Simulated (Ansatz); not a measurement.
# MnO2 (Fd-3m) in Ansatz: equation of state

Aim: energy against volume of MnO2 in PBEsol, for its equilibrium volume and stiffness.

All numbers are computed with Ansatz 0.2.0; they aren't measurements. Logs are shortened: lines on timing, memory, paths and dates and some standing lists are left out, and cuts for length are marked.

### 1 The structure

It takes space group Fd-3m (No. 227, cubic). Conventional cell: a = 8.040 Å, b = 8.040 Å, c = 8.040 Å, α = 90.00°, β = 90.00°, γ = 90.00°. Mn (site symmetry -3m) is surrounded by 6 O at 1.90 Å. Around O (site symmetry 3m) lie 3 Mn at 1.90 Å.

The cell is a database's computed one.

### 2 Single point, PBEsol, collinear spin, ferromagnetic start, 10.18 Å³/atom (volume scaled by 0.94)

Contents of input.yaml:

```yaml
crystal:
  lattice:
    - [0.0, 3.9379288162, 3.9379288162]
    - [3.9379288162, 0.0, 3.9379288162]
    - [3.9379288162, 3.9379288162, 0.0]
  atoms:
    - { symbol: Mn, position: [0.125, 0.125, 0.125], spin: 4.0 }
    - { symbol: Mn, position: [0.125, 0.125, 0.625], spin: 4.0 }
    - { symbol: Mn, position: [0.625, 0.125, 0.125], spin: 4.0 }
    - { symbol: Mn, position: [0.125, 0.625, 0.125], spin: 4.0 }
    - { symbol: O, position: [0.3609537633, 0.3609537633, 0.3609537633] }
    - { symbol: O, position: [0.3609537633, 0.3609537633, 0.91713871] }
    - { symbol: O, position: [0.91713871, 0.3609537633, 0.3609537633] }
    - { symbol: O, position: [0.3609537633, 0.91713871, 0.3609537633] }
    - { symbol: O, position: [0.8890462367, 0.8890462367, 0.33286129] }
    - { symbol: O, position: [0.8890462367, 0.8890462367, 0.8890462367] }
    - { symbol: O, position: [0.8890462367, 0.33286129, 0.8890462367] }
    - { symbol: O, position: [0.33286129, 0.8890462367, 0.8890462367] }
hamiltonian:
  xc: pbesol
  pseudopotentials: { kind: paw }
magnetization:
  spin_polarized: true
kpoints:
  mp_grid: { grid: [6, 6, 6] }
scf:
  occupations: { method: fermi_dirac, width: 0.05 }
output:
  forces: true
  stress: true
  eigenvalues: true
```

Potentials or basis: Ansatz PAW.

The run is started by

```bash
ansatz run input.yaml --threads 4 --pin off --max-ram 11264MiB --backend cpu --events-out ev --progress --plain --runs-dir out
```

Output:

```text
Warning: RAYON_NUM_THREADS=4 ignored (pool sized by the plan → 4); use --threads N
Engine: ansatz 0.2.0, x86_64-unknown-linux-gnu
Pseudopotentials: kind: paw
Pseudopotential: Mn, paw, valence charge 15, recommended cutoff 420 eV (normal), Mn.paw.azcp
Pseudopotential: O, paw, valence charge 6, recommended cutoff 420 eV (normal), O.paw.azcp
Functional definition: PBEsol
  exchange = pbesol_x
  correlation = pbesol_c
Crystal: 12 atoms, lattice volume = 122.133 Å³
Basis set: ecut = 420 eV, 2421 PW (Γ), exchange–correlation on 80×80×80 points (8 copies of the dense FFT grid, shifted against one another)
Bands: 75, of which v1, the nominal top of the filled ones, is band 54 counted from 1 (53 counted from 0)
Symmetry: 48 space group operations
Space group: Fd-3m (ITA 227), of the structure as read, at distance tolerance 5.0e-5 Å
Magnetic group: BNS 227.128 (UNI 1630), of the structure as read, at distance tolerance 5.0e-5 Å
k-points: 16 of 216
Non-local potential: Mn, projectors of the file, l = 0: 3, l = 1: 2, l = 2: 3, l = 3: 1
Non-local potential: O, projectors of the file, l = 0: 2, l = 1: 2, l = 2: 1
PAW form: soft (Blöchl's): semilocal exchange-correlation on the pseudo side does not see the compensation charge
PAW frozen core: Mn, regenerated for the run's functional, and the local potential with it (the file was generated under x = pbe(κ = 0.804, μ = 0.2195149727645171), c = pbe(β = 0.06672455060314922))
PAW frozen core: O, regenerated for the run's functional, and the local potential with it (the file was generated under x = pbe(κ = 0.804, μ = 0.2195149727645171), c = pbe(β = 0.06672455060314922))
PAW one-centre angular grid: Mn, 590 points (default); XC on 64 Gauss nodes
PAW one-centre angular grid: O, 110 points (default); XC on 64 Gauss nodes
Initial density: superposition of atomic densities (chi_scale 0.1, normalization cell, long waves kept (reshape's long-wave potential 0.12 eV rms))
Starting moments: Σ|m| = 16 μB on 4 of 12 sites
Initial wavefunctions: pseudopotential atomic-orbital guess
Functional: x = pbesol(κ = 0.804, μ = 0.12345679012345678), c = pbesol(β = 0.046)
SCF iter   1: F=—  HF=-19960.164509 eV  |F-HF|=—  |Δ(HF+E_count)|=         —  Δρ=7.72e-2 (↑4.84e-2 ↓7.72e-2)  dr2=1.05e1  dr2_m=2.67e0  M=11.985 μB ∫|m|=12.268 μB  β_m=0.30  ethr=3.10e-3  ⟨swp⟩=6.6  Hψ=9438  notcnv=0  defer=4
Mixer restart at iter 1: flushing history
preconditioner: auto → Resta (q_TF=auto, 2.673 Å⁻¹)  ε∞=6.5  [insulator: Δε(μ)=0.203 eV  Ē_g=12.472 eV  σ=0.050 eV  W_gap=0.56  n_scr=50 (ndim 8)  ℏωp=29.3 eV  f_vac=0.078  D(μ)=0.23/eV (n_scr^D=0)  ε∞_Penn≈6.5]
spin=Collinear: Resta preconditioning applied to the charge; magnetization (m = ρ↑ − ρ↓) channel mixes plain (no charge-response kernel on spin).
SCF iter   2: F=—  HF=-19960.884249 eV  |F-HF|=—  |Δ(HF+E_count)|=   7.20e-1  Δρ=5.03e-2 (↑3.92e-2 ↓5.03e-2)  dr2=4.38e0  dr2_m=1.60e0  M=11.986 μB ∫|m|=12.164 μB  β_m=0.58  ethr=3.10e-3  ⟨swp⟩=3.1  Hψ=4441  notcnv=0  defer=277
SCF iter   3: F=—  HF=-19961.134487 eV  |F-HF|=—  |Δ(HF+E_count)|=   2.50e-1  Δρ=2.37e-2 (↑8.91e-3 ↓2.37e-2)  dr2=1.82e0  dr2_m=9.24e-2  M=11.973 μB ∫|m|=12.047 μB  β_m=0.56  ethr=3.10e-3  ⟨swp⟩=2.5  Hψ=3789  notcnv=0  defer=277
SCF iter   4: F=—  HF=-19960.987498 eV  |F-HF|=—  |Δ(HF+E_count)|=   1.47e-1  Δρ=7.57e-3 (↑7.57e-3 ↓4.34e-3)  dr2=1.22e-1  dr2_m=1.23e-2  M=11.972 μB ∫|m|=12.038 μB  β_m=0.78  ethr=1.69e-3  ⟨swp⟩=3.2  Hψ=4216  notcnv=0  defer=275
SCF iter   5: F=—  HF=-19961.033676 eV  |F-HF|=—  |Δ(HF+E_count)|=   4.62e-2  Δρ=2.65e-3 (↑1.45e-3 ↓2.65e-3)  dr2=1.80e-2  dr2_m=7.57e-4  M=11.976 μB ∫|m|=12.044 μB  β_m=0.89  ethr=1.13e-4  ⟨swp⟩=2.8  Hψ=4144  notcnv=0  defer=285
SCF iter   6: F=—  HF=-19961.046689 eV  |F-HF|=—  |Δ(HF+E_count)|=   1.30e-2  Δρ=6.98e-4 (↑6.98e-4 ↓4.67e-4)  dr2=1.75e-3  dr2_m=1.13e-4  M=11.978 μB ∫|m|=12.047 μB  β_m=0.95  ethr=1.67e-5  ⟨swp⟩=2.0  Hψ=4233  notcnv=0  defer=285
SCF iter   7: F=—  HF=-19961.048284 eV  |F-HF|=—  |Δ(HF+E_count)|=   1.59e-3  Δρ=3.01e-4 (↑2.44e-4 ↓3.01e-4)  dr2=3.36e-4  dr2_m=1.05e-5  M=11.978 μB ∫|m|=12.047 μB  β_m=0.92  ethr=1.62e-6  ⟨swp⟩=2.0  Hψ=3566  notcnv=0  defer=285
SCF iter   8: F=—  HF=-19961.048418 eV  |F-HF|=—  |Δ(HF+E_count)|=   1.34e-4  Δρ=1.10e-4 (↑1.10e-4 ↓6.82e-5)  dr2=3.75e-5  dr2_m=8.56e-7  M=11.978 μB ∫|m|=12.047 μB  β_m=0.96  ethr=3.11e-7  ⟨swp⟩=2.0  Hψ=3328  notcnv=0  defer=285
SCF iter   9: F=—  HF=-19961.048473 eV  |F-HF|=—  |Δ(HF+E_count)|=   5.51e-5  Δρ=2.05e-5 (↑1.21e-5 ↓2.05e-5)  dr2=1.03e-6  dr2_m=3.52e-8  M=11.978 μB ∫|m|=12.047 μB  β_m=0.98  ethr=3.47e-8  ⟨swp⟩=2.0  Hψ=3481  notcnv=0  defer=285
SCF iter  10: F=—  HF=-19961.048474 eV  |F-HF|=—  |Δ(HF+E_count)|=   8.95e-7  Δρ=9.79e-6 (↑9.79e-6 ↓6.38e-6)  dr2=2.27e-7  dr2_m=4.14e-9  M=11.978 μB ∫|m|=12.047 μB  β_m=0.94  ethr=9.53e-10  ⟨swp⟩=2.2  Hψ=3511  notcnv=0  defer=285
SCF iter  11: F=—  HF=-19961.048474 eV  |F-HF|=—  |Δ(HF+E_count)|=   8.09e-9  Δρ=5.40e-6 (↑5.40e-6 ↓5.34e-6)  dr2=1.26e-7  dr2_m=4.24e-10  M=11.978 μB ∫|m|=12.047 μB  β_m=0.83  ethr=2.10e-10  ⟨swp⟩=2.2  Hψ=3993  notcnv=0  defer=285
SCF iter  12: F=—  HF=-19961.048474 eV  |F-HF|=—  |Δ(HF+E_count)|=   7.85e-9  Δρ=2.01e-6 (↑1.87e-6 ↓2.01e-6)  dr2=1.63e-8  dr2_m=5.87e-11  M=11.978 μB ∫|m|=12.047 μB  β_m=0.91  ethr=1.17e-10  ⟨swp⟩=1.6  Hψ=2545  notcnv=0  defer=285
SCF iter  13: F=-19961.048474 eV  HF=-19961.048474 eV  |F-HF|=2.91e-11  |Δ(HF+E_count)|=  9.75e-10  Δρ=2.12e-7 (↑2.04e-7 ↓2.12e-7)  dr2=1.60e-10  dr2_m=1.22e-12  M=11.978 μB ∫|m|=12.047 μB  ethr=1.51e-11  ⟨swp⟩=10.3  Hψ=9793  notcnv=0
SCF 1 converged in 13 iterations: F = -19961.048474 eV  dr2 = 1.60e-10
WARN: an SCF from antiferromagnetic starting moments (-4.00, 4.00, -4.00, 4.00, 0.00, 0.00, 0.00, 0.00, 0.00, 0.00, 0.00, 0.00 Bohr magnetons, atom by atom) was not made, by what the run has read of turns of its moments that order reads lower: the deck asks for what bars it, or types moments that do (magnetization.spin_polarized, in the input reference, names some of the keys), or the run goes by scf.lower_state_search: light, the default, which as a rule tries one only behind a close that has lost an order of both signs, or on which an open d or half-filled 4f shell of a PAW file has lost a moment that was set nearer to Hund's than to what is left; or, under a Hubbard U, one that names an f shell that the input leaves bare beside given moments, or a larger moment for a shell of low spin that is given one. standard, with a start from the atoms, tries one behind each close (in a relaxation, ahead of its steps or at their end). To set out from that order, type those moments (crystal.atoms[].spin; where shells were raised to Hund's moment, beside crystal.symmetry.detect: false) under scf.lower_state_search: light. The bands of the close that named these starting moments, or of the one ahead of a search that led to it (under cold or Methfessel-Paxton smearing those of the Gaussian ahead of it) read a cost of -58.81 meV for the turn to them, carried on from a small turn (-58.81 by the pairs of d shells alone)
SCF converged after 13 iterations
Magnetization: 11.9778 μB (59.9889 up, 48.0111 down)
Absolute magnetization: 12.0474 μB (∫|ρ↑−ρ↓|, with the PAW one-centre terms)
Spin contamination: 0.1082 ħ² per cell (⟨S²⟩ above its minimum at these occupations)
Per-site moments (μB) at R_I (Å): [(2.398164824410708, 0.7692762630503949), (2.3981648244107068, 0.7692762630503949), (2.3981648244107077, 0.7692762630503949), (2.398164824410706, 0.7692762630503949), (0.08434633009696027, 0.7692762630503952), (0.08434633009696076, 0.7692762630503952), (0.0843463300969603, 0.7692762630503952), (0.0843463300969603, 0.7692762630503952), (0.0843463300969602, 0.7692762630503949), (0.08434633009696046, 0.7692762630503949), (0.0843463300969604, 0.7692762630503949), (0.08434633009696035, 0.7692762630503949)]
Free energy (F): -19961.048474 eV
Harris-Foulkes:  -19961.048474 eV  (|F-HF|=2.91e-11)
Internal energy: -19961.044167 eV  (E = F + TS)
E sigma→0 (E₀):  -19961.046321 eV
Entropy (-TS):   -0.004307 eV (-0.359 meV/atom)
Fermi energy:    8.843637 eV
--- Per-component energies (eV) ---
  E_band       = -1363.144224
  E_kinetic    = 2609.528462
  E_local      = -14064.296274  (includes V_loc(G=0)·N_el)
  E_nonlocal   = 1342.404104
  E_hartree    = 5756.930275
  E_xc         = -1036.270933
  E_vxc        = -1330.908613  (∫ρ·V_xc dr)
  E_paw        = -6277.857982  (= ΣΔE_a)
  E_vpaw       = -1433.750071  (= ΣTr[D̂ρ^β])
  E_aug_tail   = 0.018880  (compensation charges beyond the density's cutoff)
  E_ewald      = -8292.461603
  E_core_change = 0.960904  (= ΣΔE_core)
  E_smearing   = -0.004307  (= −TS)
  E_closure    = -0.000000  (closes the sum)
  Σ components = -19961.048474   (vs F -19961.048474, Δ=0.00e0)
--- Forces (eV/Å), atoms counted from 1 ---
  atom   1  Mn     0.00000000    -0.00000000     0.00000000
  atom   2  Mn     0.00000000    -0.00000000     0.00000000
  atom   3  Mn     0.00000000     0.00000000     0.00000000
  atom   4  Mn     0.00000000    -0.00000000     0.00000000
  atom   5  O      0.46578463     0.46578463     0.46578463
  atom   6  O     -0.46578463    -0.46578463     0.46578463
  atom   7  O      0.46578463    -0.46578463    -0.46578463
  atom   8  O     -0.46578463     0.46578463    -0.46578463
  atom   9  O      0.46578463     0.46578463    -0.46578463
  atom  10  O     -0.46578463    -0.46578463    -0.46578463
  atom  11  O      0.46578463    -0.46578463     0.46578463
  atom  12  O     -0.46578463     0.46578463     0.46578463
  max |Σ_I F_I| component: 4.44e-16 eV/Å
--- Stress (GPa, compression-positive) ---
       11.733745       0.000000       0.000000
        0.000000      11.733745       0.000000
        0.000000      -0.000000      11.733745
  P = ⅓ Tr σ = 11.7337 GPa (117.337 kbar)
--- Band table (eV; the first three rows and the last of 32) ---
  k-point 0 ↑: bands = ["-72.4386", "-72.4111", "-72.4111", "-72.4111", "-41.4852", "-41.3409", "-41.3409", "-41.3409", "-41.2768", "-41.2768", "-41.2049", "-41.2049", "-41.2049", "-41.2040", "-41.2040", "-41.2040", "-11.3154", "-9.5134", "-9.4931", "-9.4931", "-9.4931", "-8.9150", "-8.9150", "-8.9150", "1.0094", "1.6082", "1.6082", "1.6082", "2.3300", "2.3300", "3.3650", "3.3650", "3.3806", "3.3806", "3.3806", "3.8758", "4.8204", "4.8204", "4.8204", "5.9690", "5.9690", "5.9690", "5.9724", "5.9724", "6.1657", "6.1657", "6.1657", "7.1782", "7.1782", "7.1782", "7.2394", "7.2394", "7.2394", "7.4993", "7.4993", "7.4993", "7.9897", "7.9897", "7.9897", "8.4762", "11.4865", "11.4865", "11.4865", "11.8971", "11.8971", "11.8971", "12.0231", "12.0231", "16.2865", "19.4649", "19.4649", "19.4649", "20.9921", "21.3001", "21.3001"]
  k-point 1 ↑: bands = ["-72.4372", "-72.4124", "-72.4111", "-72.4111", "-41.4744", "-41.3387", "-41.3359", "-41.3359", "-41.2750", "-41.2750", "-41.2183", "-41.2112", "-41.2112", "-41.2047", "-41.2047", "-41.2040", "-11.2318", "-9.6561", "-9.4684", "-9.4684", "-9.4259", "-8.9633", "-8.9436", "-8.9436", "1.1587", "1.7342", "1.7342", "1.8218", "2.3565", "2.3565", "3.2214", "3.2214", "3.3469", "3.4091", "3.4091", "3.7626", "4.7744", "4.8912", "4.8912", "5.3565", "5.3565", "5.6808", "5.9339", "5.9339", "6.2412", "6.5112", "6.5112", "6.8192", "7.1841", "7.1841", "7.2394", "7.3872", "7.3872", "7.6333", "7.6333", "7.6447", "8.0383", "8.0383", "8.1549", "8.5094", "11.4090", "11.4090", "11.4188", "11.7584", "11.7584", "11.8325", "11.9525", "11.9525", "16.6382", "19.4385", "19.7980", "19.7980", "20.9052", "21.4099", "21.4099"]
  k-point 2 ↑: bands = ["-72.4339", "-72.4158", "-72.4111", "-72.4111", "-41.4503", "-41.3299", "-41.3251", "-41.3251", "-41.2679", "-41.2679", "-41.2520", "-41.2292", "-41.2292", "-41.2047", "-41.2047", "-41.2040", "-11.0201", "-9.9021", "-9.4088", "-9.4088", "-9.3887", "-9.0445", "-9.0108", "-9.0108", "1.5237", "2.0398", "2.0398", "2.3770", "2.4280", "2.4280", "2.9656", "2.9656", "3.2832", "3.4001", "3.4993", "3.4993", "4.4344", "4.4344", "4.6167", "5.2086", "5.2634", "5.2634", "5.7065", "5.7065", "6.2504", "6.3913", "6.7129", "6.7129", "7.2393", "7.2855", "7.2855", "7.5674", "7.5674", "7.8888", "7.8888", "7.8946", "8.1701", "8.1701", "8.2938", "8.5717", "11.2458", "11.2458", "11.2881", "11.3964", "11.3964", "11.7005", "11.8926", "11.8926", "17.4998", "19.1595", "20.5111", "20.5111", "21.3134", "21.7566", "21.7566"]
  k-point 15 ↓: bands = ["-69.3433", "-69.3433", "-69.3278", "-69.3278", "-38.4881", "-38.4881", "-38.3595", "-38.3595", "-38.2332", "-38.2332", "-38.2093", "-38.2093", "-38.1834", "-38.1834", "-38.1633", "-38.1633", "-10.2228", "-10.2228", "-9.1310", "-9.1310", "-8.9893", "-8.9893", "-8.9168", "-8.9168", "2.9904", "2.9904", "3.2595", "3.2595", "3.4733", "3.4733", "3.5653", "3.5653", "4.0237", "4.0237", "4.4249", "4.4249", "4.5925", "4.5925", "5.0483", "5.0483", "5.7639", "5.7639", "6.4391", "6.4391", "6.8617", "6.8617", "7.0937", "7.0937", "10.0755", "10.0755", "10.2291", "10.2291", "10.4864", "10.4864", "10.7706", "10.7706", "10.9668", "10.9668", "11.0754", "11.0754", "12.3488", "12.3488", "12.6236", "12.6236", "12.8393", "12.8393", "13.0309", "13.0309", "19.8264", "19.8264", "20.6584", "20.6584", "22.4327", "22.4327", "23.5920"]
```

Run time: 4.6 s. Hardware: 4 threads of Intel Xeon 6975P-C (Granite Rapids), shared host; peak memory 0.73 GiB.

Results:

```
Free energy            : -19961.0485 eV
Pressure               : 11.7 GPa
Largest force          : 0.807 eV/Å
Band gap on the k mesh : none (metal or under the smearing width)
Net moment             : 11.98 μB per cell
Absolute moment        : 12.05 μB per cell
Site moments           : Mn +2.40; O +0.08 μB
```

Caveat: the magnetic or orbital state may not be the lowest; the pressure holds a Pulay correction of +0.9 GPa for the finite cutoff; semilocal functionals often make such compounds metallic where correlation or magnetic order opens a gap, which also shifts bond lengths; only a ferromagnetic start was run, and an antiferromagnetic order may lie lower in energy; the PAW data sets come from PBE, with cores solved anew for the run's functional, which leaves a small shift of forces and pressure.

(Continued in part 2 of 2.)
